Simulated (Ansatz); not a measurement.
## ScSi2 in Ansatz: the effect of target pressure

Crystal: ScSi2.

```
Sc Si
1.0
     3.66000    0.00000    0.00000
    -1.83000    3.16965    0.00000
     0.00000    0.00000    3.87000
Sc Si
1 2
Direct
  0.00000 0.00000 0.00000
  0.66667 0.33333 0.50000
  0.33333 0.66667 0.50000
```

Alike in all runs:

* Program: Ansatz 0.2.0
* Task: relaxation of cell and atoms
* Functional: r2SCAN
* Potentials or basis: Ansatz PAW
* Cutoff: 500 eV (not typed: the program's choice for these potentials)
* k mesh: 8 × 8 × 7
* Occupations: fermi-dirac, width 0.05 eV
* Spin: no spin polarisation

Each run relaxes the cell or the atoms first.

```tsv
target pressure	relaxed volume (Å³/atom)
0 GPa	16.80
2 GPa	16.47
5 GPa	16.01
10 GPa	15.36
20 GPa	?
30 GPa	13.61
```

Question: What does the run with target pressure 20 GPa give?

Answer: Relaxed volume 14.36 Å³/atom.

Worked out: In Murnaghan's law V^(-B') rises as a straight line in P. The other rows fit best with B' = 3.7, V0 = 16.81 Å³/atom and B0 = 94 GPa, which gives 14.36 Å³/atom at 20 GPa, against the run's 14.36.

Caveats: the plane-wave basis is chosen anew once the cell has moved, so the energies of steps on either side of that aren't comparable; the PAW data sets come from PBE, with cores solved anew for the run's functional, which leaves a small shift of forces and pressure.
